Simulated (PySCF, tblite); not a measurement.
# C₄H₆SSe+ (doublet): geometry, infrared bands and EPR parameters

Wanted: the infrared bands and EPR parameters of C₄H₆SSe+ (doublet) (`C1=C[Se+]CCS1`), by calculation.

Programs: tblite 0.8.0 and PySCF 2.14.0, with density-fitted response routines of our own. Each step states its level of theory. These are calculated values for one molecule in the gas phase, unless marked as measured. Atoms are numbered from 0 throughout.

## Step 1: The starting structure

12 atoms, charge 1, multiplicity 2; geometry from: force field or distance geometry start.

Bonds of the start (Å): C0–C1 1.33, C1–Se2 1.91, Se2–C3 1.98, C3–C4 1.54, C4–S5 1.83, S5–C0 1.81, C0–H6 1.08, C1–H7 1.10, C3–H8 1.10, C3–H9 1.13, C4–H10 1.11, C4–H11 1.11.

## Step 2: Relaxing the molecule with GFN2-xTB

Job settings and geometry (Å):

```
{"job": {"kind": "relax", "xc": "GFN2-xTB", "basis": "xTB"}, "charge": 1, "multiplicity": 2}
C      1.668100     0.414100    -0.313300
C      1.483100    -0.900300    -0.267200
Se    -0.089300    -1.720600    -0.986600
C     -1.348600    -0.527300    -0.032300
C     -0.836800     0.888700     0.272100
S      0.362200     1.468600    -0.987000
H      2.516400     0.874200     0.171700
H      2.216800    -1.519400     0.267900
H     -2.262800    -0.469300    -0.641000
H     -1.631200    -1.024000     0.938300
H     -1.699800     1.589700     0.274300
H     -0.377000     0.924900     1.277000
```

On the command line:

```sh
$ OMP_NUM_THREADS=1 python probes_run.py task.json out
```

This one command runs all jobs of the session in turn.

The log of the run:

```text
step      E/eV     max force
  0    -476.90543    1.097
  1    -476.97283    0.877
  2    -477.03683    0.653
  3    -477.07197    0.683
  4    -477.13048    0.646
  5    -477.16930    0.549
  6    -477.19977    0.431
  7    -477.21461    0.369
  8    -477.23477    0.349
  9    -477.26000    0.667
 10    -477.29445    0.887
 11    -477.33616    0.859
 12    -477.37840    0.499
 13    -477.40779    0.369
 14    -477.42754    0.413
 15    -477.44837    0.469
 16    -477.46695    0.452
 17    -477.48612    0.450
 18    -477.50474    0.473
 19    -477.52766    0.433
 20    -477.54520    0.331
 21    -477.56175    0.266
 22    -477.57156    0.324
 23    -477.58845    0.405
 24    -477.60487    0.404
 25    -477.62568    0.470
 26    -477.64253    0.387
 27    -477.66148    0.348
 28    -477.67029    0.262
 29    -477.68194    0.257
 30    -477.68793    0.233
 31    -477.69445    0.228
 32    -477.69922    0.153
 33    -477.70394    0.161
 34    -477.70691    0.156
 35    -477.70919    0.113
 36    -477.71061    0.100
 37    -477.71244    0.146
 38    -477.71461    0.152
 39    -477.71686    0.109
 40    -477.71859    0.099
 41    -477.72008    0.117
 42    -477.72177    0.115
 43    -477.72380    0.102
 44    -477.72564    0.097
 45    -477.72695    0.092
 46    -477.72800    0.091
 47    -477.72919    0.117
 48    -477.73029    0.104
 49    -477.73096    0.054
 50    -477.73128    0.043
 51    -477.73155    0.045
 52    -477.73196    0.078
 53    -477.73242    0.083
 54    -477.73275    0.049
 55    -477.73290    0.032
 56    -477.73298    0.029
 57    -477.73308    0.038
 58    -477.73319    0.040
 59    -477.73327    0.024
 60    -477.73330    0.015
 61    -477.73332    0.009
```

It took 0.29 s on 1 thread of Arm Neoverse V2, shared host.

Step by step: (not every step is listed)

| step | energy from step 0 (eV) | largest force (eV/Å) |
| --- | --- | --- |
| 0 | 0.0000 | 1.0966 |
| 1 | -0.0674 | 0.8775 |
| 2 | -0.1314 | 0.6529 |
| 3 | -0.1665 | 0.6834 |
| 4 | -0.2250 | 0.6463 |
| 5 | -0.2639 | 0.5488 |
| 6 | -0.2943 | 0.4312 |
| 7 | -0.3092 | 0.3687 |
| 8 | -0.3293 | 0.3489 |
| 12 | -0.4730 | 0.4990 |
| 16 | -0.5615 | 0.4523 |
| 20 | -0.6398 | 0.3314 |
| 24 | -0.6994 | 0.4035 |
| 28 | -0.7649 | 0.2615 |
| 32 | -0.7938 | 0.1534 |
| 36 | -0.8052 | 0.0997 |
| 40 | -0.8132 | 0.0992 |
| 44 | -0.8202 | 0.0973 |
| 48 | -0.8249 | 0.1036 |
| 52 | -0.8265 | 0.0784 |
| 56 | -0.8275 | 0.0293 |
| 57 | -0.8276 | 0.0379 |
| 58 | -0.8278 | 0.0403 |
| 59 | -0.8278 | 0.0244 |
| 60 | -0.8279 | 0.0152 |
| 61 | -0.8279 | 0.0088 |

Close pairs (by a distance rule), those that changed most:

| bond | before (Å) | after (Å) | change (Å) |
| --- | --- | --- | --- |
| C0–S5 | 1.809 | 1.703 | -0.106 |
| C1–Se2 | 1.914 | 1.841 | -0.072 |
| C3–H9 | 1.126 | 1.092 | -0.035 |
| C0–C1 | 1.328 | 1.359 | +0.031 |
| C3–C4 | 1.536 | 1.510 | -0.026 |
| C4–H10 | 1.112 | 1.091 | -0.021 |
| C1–H7 | 1.099 | 1.083 | -0.016 |
| C4–H11 | 1.106 | 1.092 | -0.013 |

The end geometry stands in the next job.

## Step 3: Harmonic vibrations with GFN2-xTB

Job settings and geometry (Å):

```
{"job": {"kind": "ir", "xc": "GFN2-xTB", "basis": "xTB"}, "charge": 1, "multiplicity": 2}
C      1.606723     0.406350    -0.455317
C      1.500680    -0.908248    -0.126371
Se    -0.012656    -1.886191     0.253564
C     -1.351657    -0.474911    -0.088882
C     -0.945624     0.849808     0.511590
S      0.442882     1.646897    -0.372030
H      2.558992     0.777957    -0.811307
H      2.403960    -1.505896    -0.129279
H     -1.492953    -0.404164    -1.169996
H     -2.284071    -0.821602     0.360431
H     -1.767750     1.563801     0.440564
H     -0.657329     0.755513     1.561007
```

The log of the run:

```text
mode    cm-1     km/mol
  1      94.7      3.13
  2     208.0      0.96
  3     239.9      0.07
  4     344.9      0.17
  5     356.0      0.99
  6     526.8      8.45
  7     540.9      4.02
  8     628.9      4.05
  9     656.1      6.98
 10     710.3     31.19
 11     816.5      0.93
 12     827.9     23.39
 13     837.4      3.30
 14     876.1      1.40
 15    1049.6      0.36
 16    1058.4      0.01
 17    1132.5      4.54
 18    1175.6      0.68
 19    1218.8      4.27
 20    1241.9      3.94
 21    1248.9      2.15
 22    1395.5     25.51
 23    1409.5     12.02
 24    1437.5      8.90
 25    2963.0      0.09
 26    2973.7      0.15
 27    2980.8      1.46
 28    2997.5      5.80
 29    3035.1      7.73
 30    3054.2     21.41
```

Wall time 0.28 s (1 thread of Arm Neoverse V2, shared host).

The strongest bands and the atoms that carry them (share of the mass-weighted mode):

| cm⁻¹ | km/mol | atoms |
| --- | --- | --- |
| 527 | 8.4 | C3 60 %, Se2 13 % |
| 710 | 31.2 | H7 50 %, H6 31 % |
| 828 | 23.4 | C0 31 %, H9 11 %, C1 10 % |
| 1396 | 25.5 | H9 40 %, H8 39 % |
| 1410 | 12.0 | H11 40 %, H10 38 % |
| 1438 | 8.9 | C0 51 %, C1 44 % |
| 3035 | 7.7 | H7 88 % |
| 3054 | 21.4 | H6 88 % |

## Step 4: EPR parameters: B3LYP/def2-TZVP-core+pcH-1

The job, as its differences from that of step 3:

```diff
@@ -1,2 +1,2 @@
-{"job": {"kind": "ir", "xc": "GFN2-xTB", "basis": "xTB"}, "charge": 1, "multiplicity": 2}
+{"job": {"kind": "epr", "basis": "pcH-1"}, "charge": 1, "multiplicity": 2}
 C      1.606723     0.406350    -0.455317
```

Method: UKS B3LYP, def2-TZVP-core on Se, pcH-1 on C H S, non-relativistic, mean-field spin-orbit, GIAO.

The log of the run:

```text
UKS, coarse grid
  cycle   1  E = -2955.50007089  |g| = 1.48e+00
  cycle   2  E = -2955.47295355  |g| = 7.11e-01
  cycle   3  E = -2955.48027375  |g| = 4.70e-01
  cycle   4  E = -2955.54221998  |g| = 1.46e-01
  cycle   5  E = -2955.55593970  |g| = 1.92e-02
  cycle   6  E = -2955.55601742  |g| = 1.49e-02
  cycle   7  E = -2955.55614710  |g| = 2.69e-03
  cycle   8  E = -2955.55615122  |g| = 1.07e-03
  cycle   9  E = -2955.55615019  |g| = 5.16e-04
UKS, final grid
  cycle   1  E = -2955.55616843  |g| = 8.21e-04
  cycle   2  E = -2955.55616749  |g| = 1.52e-03
  cycle   3  E = -2955.55616882  |g| = 1.18e-04
  cycle   4  E = -2955.55616883  |g| = 4.92e-05
  cycle   5  E = -2955.55616883  |g| = 2.47e-05
E = -2955.55616883 Eh   <S^2> = 0.7551 (exact 0.7500)
g shifts (ppm)      1          2          3
  rmc          -234       -234       -234
  gc            -15         55         49
  oz_so        1011      24040      47720
  total         763      23862      47535
hyperfine (MHz)  atom isotope    a_iso     a_fc   dipolar eigenvalues
    0   13C       4.31       4.64    -16.45    -14.15     30.60
    1   13C       7.04       5.17    -16.30    -14.08     30.38
    2  77Se       8.17      24.43   -203.27   -188.72    391.99
    3   13C       1.83       1.53     -1.63     -0.71      2.34
    4   13C      -0.20      -0.16     -1.14     -0.80      1.94
    5   33S      13.26      13.54    -34.12    -32.02     66.15
    6    1H      -7.06      -7.06     -6.81     -3.52     10.33
    7    1H      -7.35      -7.74     -6.61     -3.46     10.07
    8    1H      23.35      23.40     -2.21      0.09      2.12
    9    1H       7.69       7.62     -1.85     -1.36      3.21
   10    1H       3.48       3.45     -1.95     -1.30      3.25
   11    1H      24.41      24.41     -1.94      0.07      1.88
```

It took 2.1 min on 1 thread of Arm Neoverse V2, shared host; peak memory 1.1 GiB.

Principal g values 2.00308, 2.02618, 2.04985; g(iso) = 2.02637, against 2.00232 for a free electron.

Mean a(iso) over the nuclei that a row names, and the largest dipolar term of the row (other rows stand at the frozen geometry):

| nuclei | isotope | a(iso) (MHz) | a(iso) (G, at g = 2.0023) | largest dipolar term (MHz) |
| --- | --- | --- | --- | --- |
| H8, H9 | 1H | 15.5 | 5.5 | 3.2 |
| H10, H11 | 1H | 13.9 | 5.0 | 3.2 |
| S5 | 33S | 13.3 | 4.7 | 66.1 |
| Se2 | 77Se | 8.2 | 2.9 | 392.0 |
| H7 | 1H | -7.4 | -2.6 | 10.1 |
| H6 | 1H | -7.1 | -2.5 | 10.3 |
| C1 | 13C | 7.0 | 2.5 | 30.4 |
| C0 | 13C | 4.3 | 1.5 | 30.6 |
| C3 | 13C | 1.8 | 0.7 | 2.3 |
| C4 | 13C | -0.2 | -0.1 | 1.9 |

Mulliken spin populations:

| atom | value (e) |
| --- | --- |
| C0 | 0.14 |
| C1 | 0.15 |
| Se2 | 0.40 |
| C3 | -0.01 |
| C4 | -0.01 |
| S5 | 0.32 |
| H6 | -0.01 |
| H7 | -0.01 |
| H8 | 0.01 |
| H9 | 0.00 |
| H10 | 0.00 |
| H11 | 0.01 |

In first order the couplings over 0.8 MHz of 1H give 36 distinct lines over 26.2 G, if the averaged nuclei exchange fast.

The fields below are evaluated on a grid from the run's orbitals.

ELF in a plane through or near 7 of the atoms.

Ten even steps from ' ' (0.00) to '@' (1.00):
```
                                                        
                      ..::::..                          
                    ::**####**==..                      
                  ::++%%@@%%%%##--                      
                  ::++##++==**##--                      
        ..==++--  ..====--++::==--  ..**%%##..          
        **@@@@@@**==++====**::==++==##@@@@@@**          
        %%@@@@@@@@**##%%::..==%%####@@@@@@@@%%::        
        ==%%@@@@**++==**==::++**--::##@@@@%%--          
            ..--++****++..  ::++%%##**--::..            
            ..::**####++..  ::++####**::                
        ..==##%%**::..**==--****..--##%%##==            
        **@@@@@@@@****%%==::##@@**%%@@@@@@@@++          
        ==%%@@@@##--==**::..==##==**@@@@@@@@==          
          --++--..  --%%**==##**....++@@@@##            
                  ..==%%@@@@%%##..    ....              
                  ..==##@@@@##++..                      
                    ..--====--..                        
                                                        
                                                        
```
The map spans 10.4 Å across and 8.9 Å up, centred on the molecule. Atoms in the plane (x, y in Å): C0 (-1.6, -0.6), C1 (-1.6, 0.7), Se2 (-0.2, 1.9), C4 (1.1, -0.7), H7 (-2.6, 1.1), H9 (2.2, 1.2), H10 (2.0, -1.3).

log10 of the density (e/Å³) in the same plane.

Ten even steps from '0' (-4.0) to '9' (2.1):
```
0000000001111111000000000000
0000000011222322210000000000
0000000012334433321000000000
0000001123455555432111000000
0000112234556665433322100000
0001233444568876544443210000
0002345555668976555554320000
0002346666666666666754321000
0002345669865556676654321000
0001334567765456666544220000
0001234567765556666543210000
0002345567765566776654220000
0002345666666666666654320000
0001334555567766556654220000
0001233444566665544443210000
0000112234456655433322100000
0000001123345544322111000000
0000000012233333211000000000
0000000001122222100000000000
0000000000001111000000000000
```
The map spans 10.4 Å across and 8.9 Å up, centred on the molecule. Atoms in the plane (x, y in Å): C0 (-1.6, -0.6), C1 (-1.6, 0.7), Se2 (-0.2, 1.9), C4 (1.1, -0.7), H7 (-2.6, 1.1), H9 (2.2, 1.2), H10 (2.0, -1.3).

On the surface of density 0.002 e/bohr³ the electrostatic potential runs, from the 1st to the 99th percentile, from 3.76 V near S5 to 5.55 V near H9.

The spin density lies nearest to Se2 36 %; S5 28 %; C0, C1 about 13 % each.

## Step 5: Outcome

| quantity | value |
| --- | --- |
| strongest single infrared mode (GFN2-xTB) | 710 cm⁻¹, 31 km/mol |
| zero-point energy (GFN2-xTB) | 54.4 kcal/mol |
| g(iso) (B3LYP) | 2.02637 |
| ⟨S²⟩ | 0.755 (exact 0.75) |
| largest a(iso) (averaged by class) | 1H on H8, H9, 15.5 MHz |

**Reading.** The optimisation took 61 steps and gained 0.828 eV; among the close pairs (by a distance rule), C0–S5 changed most, from 1.809 to 1.703 Å. All 30 modes are real, so the xTB geometry is a minimum. The strongest single mode, at 710 cm⁻¹, moves mainly H7 and H6. GFN2-xTB is a fitted tight-binding method: band positions and strengths are rough. Its intensities can rank the bands wrongly. The largest spin populations lie on Se2 (0.40 e), S5 (0.32 e). The isotropic g lies 24.1 ppt above the free-electron value. The hyperfine terms hold no scalar relativity, which the heavier nuclei need.
